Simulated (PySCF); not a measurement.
**IrSe: bond curves at several levels of theory**

One job finds the state of IrSe, follows it along the bond with each method and fits the curves.

Method: Ir def2-TZVPP with ECP60, Se def2-TZVPP, scalar-relativistic core potentials; program: PySCF 2.14.0.

## (1) Set-up

A driver script around PySCF takes these settings:

```yaml
atoms: Ir, Se
charge: 0
basis: Ir def2-TZVPP with ECP60, Se def2-TZVPP
Hamiltonian: scalar-relativistic core potentials
basis_functions: 104
electrons_treated: 51
masses_in_u: 192.9629, 79.9165
levels: PBE0, PBE, r²SCAN, MN15, TPSS, BP86, BHandHLYP, LC-ωPBE, HF, MP2, SCS-MP2
grid: 80 radial by 434 angular points
occupations: held fixed by the projection of orbital angular momentum
dissociation_limit: Ir + Se, each in its ground configuration
starting_distance_in_angstrom: 2.300
values_of_2S_to_try: 1, 3, 5, 7
```

Started as:

```console
OMP_NUM_THREADS=2 python dia.py task.json out
```

After this run come: PBE0 along the bond; Higher solutions at PBE0; PBE (GGA); r²SCAN (meta-GGA); MN15 (hybrid meta-GGA); TPSS (meta-GGA); BP86 (GGA); BHandHLYP (global hybrid GGA); LC-ωPBE; ROHF (mean field).

Q: Predict the outcome of this session. Wanted: for each run, Re; ωe; De; μ.

The runs gave:

Lowest PBE0 solution found, without spin–orbit coupling: ⁴Δ (quartet), unpaired electrons π ↑↑, δ ↑. State 2 has its PBE0 minimum 0.45 eV higher, as a spin-mixed determinant (⟨S²⟩ = 1.77), so this is no gap between pure states. State 3 has its PBE0 minimum 0.49 eV higher. The other levels ran on the lowest alone.

| level | Re (Å) | ωe (cm⁻¹) | De (eV) | μ (D) |
| --- | --- | --- | --- | --- |
| ROHF | 2.201 | 330 | 0.77 | -4.78 |
| ROHF-MP2 | 2.116 | 481 | 4.36 | n/a |
| ROHF-SCS-MP2 | 2.125 | 461 | 3.76 | n/a |
| PBE | 2.203 | 340 | 4.60 | -1.43 |
| BP86 | 2.206 | 338 | 4.55 | -1.41 |
| TPSS | 2.202 | 343 | 4.38 | -1.77 |
| r²SCAN | 2.187 | 354 | 4.31 | -1.85 |
| PBE0 | 2.182 | 358 | 4.00 | -2.04 |
| MN15 | 2.167 | 367 | 4.03 | -1.57 |
| BHandHLYP | 2.187 | 357 | 3.07 | -2.58 |
| LC-ωPBE | 2.160 | 381 | 3.64 | -2.75 |

De is counted to Ir + Se in their ground configurations. A positive dipole means Ir(−)Se(+).

In words: The methods spread over 0.090 Å in bond length, from ROHF-MP2 to BP86. Of the levels with a De here, ROHF gives the least (0.77 eV) and PBE the most (4.60 eV).

Correlated steps freeze 9 core orbitals. These are scalar-relativistic numbers at best; spin–orbit coupling would shift them, the dissociation energy most. With d or f electrons several states lie close, and the lowest PBE0 determinant need not be the measured ground state. With spin–orbit coupling the term label itself may not hold.
